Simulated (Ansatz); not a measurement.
Working through an equation of state with a fit of CoW3, space group Pm-3m

Computed with Ansatz's Python interface.

Notebook, run cell by cell (the value of a cell's last expression is shown):

**Cell 1**
```python
import ansatz as az
import numpy as np
```

**Cell 2**
```python
vectors0 = np.array([
    [3.907351, 0.0, 0.0],
    [0.0, 3.907351, 0.0],
    [0.0, 0.0, 3.907351],
])
sites = [
    ('Co', (0.0, 0.0, 0.0), 3.2),
    ('W', (0.0, 0.5, 0.5), 0.0),
    ('W', (0.5, 0.0, 0.5), 0.0),
    ('W', (0.5, 0.5, 0.0), 0.0),
]
```

**Cell 3**
```python
def build(cell):
    crystal = az.Crystal(lattice=az.Lattice.of(cell))
    for symbol, position, moment in sites:
        crystal = crystal.atom(symbol, position, moment=moment or None)
    return crystal

volumes, energies = [], []
for scale in np.linspace(0.88, 1.12, 7):
    cell = vectors0 * scale ** (1 / 3)
    base = (
        build(cell).calculation()
        .occupations('Fermi-Dirac')
        .functional('pbe')
        .spin('collinear')
        .scf(tolerance=1e-09)
        .pseudopotentials('paw')
        .basis(500)
        .kpoints(6, 6, 6)
    )
    data = base.run(threads=1, pin='off').report
    volumes.append(abs(np.linalg.det(cell)) / len(sites))
    energies.append(data['free_energy_ev'] / len(sites))
    print(f'V = {volumes[-1]:8.4f} A^3/atom  F = {energies[-1]:.5f} eV/atom')

x = np.array(volumes) ** (-2 / 3)
poly = np.polynomial.Polynomial.fit(x, energies, 3).convert()
roots = poly.deriv().roots()
x0 = min((r.real for r in roots if abs(r.imag) < 1e-9 and poly.deriv(2)(r.real) > 0), key=lambda r: abs(r - x.mean()))
v0 = x0 ** -1.5
b0 = 4 / 9 * poly.deriv(2)(x0) * v0 ** (-7 / 3) * 160.21766
b1 = 4 + 2 / 3 * x0 * poly.deriv(3)(x0) / poly.deriv(2)(x0)
print(f'V0 = {v0:.4f} A^3/atom, B0 = {b0:.1f} GPa, dB/dP = {b1:.2f}')
```
Output:
```text
DeckWarning: where an SCF of this run starts from atoms to list the orders of its open shells, Co (site 0, from 0) starts with 3.00 μB on its 3d shell, in the place of the 3.20 μB that the deck gives it: its open shells can hold no more by Hund's first rule. To start from spheres of the given moment, type scf.initial_density.shell_occupations: []
RunWarning: the starting moments were not kept: the SCF closed with an absolute magnetisation of 6.7e-6 μB, where they sum to 3.2 μB in size (1 site). That is at most 0.1 of that sum. Measured as dr2_m measures the in/out step, that magnetisation stands 8.1e-11 eV from none, at or under the dr2_threshold of 1.0e-9 eV: [...]
V =  13.1241 A^3/atom  F = -9069.70612 eV/atom
V =  13.7207 A^3/atom  F = -9069.83398 eV/atom
V =  14.3172 A^3/atom  F = -9069.89997 eV/atom
V =  14.9138 A^3/atom  F = -9069.91586 eV/atom
V =  15.5103 A^3/atom  F = -9069.89146 eV/atom
V =  16.1069 A^3/atom  F = -9069.83506 eV/atom
V =  16.7034 A^3/atom  F = -9069.75374 eV/atom
V0 = 14.8298 A^3/atom, B0 = 273.8 GPa, dB/dP = 4.53
```

A third-order Birch-Murnaghan fit through the 7 points has its minimum at 14.83 Å³ an atom, 0.6 % below the typed cell, with a bulk modulus of 274 GPa. From that minimum the energy rises by 209.9 meV an atom on the compressed side and 162.3 meV on the expanded side.

What to keep in mind:
- Absolute energies stand on the zero of these potentials, so only differences at equal settings mean something.
- The SCF didn't keep the moments it started from (some shrank, vanished or turned); what is printed is the state reached.
- For a metal this k-point mesh is coarse: on a finer one energies can move by several to tens of meV an atom and pressures by half a GPa or more, differences at one mesh by less.
- Spin-orbit coupling, which matters for elements this heavy, is left out.
- This cell is a computed structure, which may not be the phase found in nature.
- Warnings are shown shortened and without file and line.
- Run time: 3.1 min on 1 thread of Intel(R) Xeon(R) Platinum 8259CL CPU @ 2.50GHz (Skylake/Cascade Lake), on a shared host, peak memory 0.54 GiB.
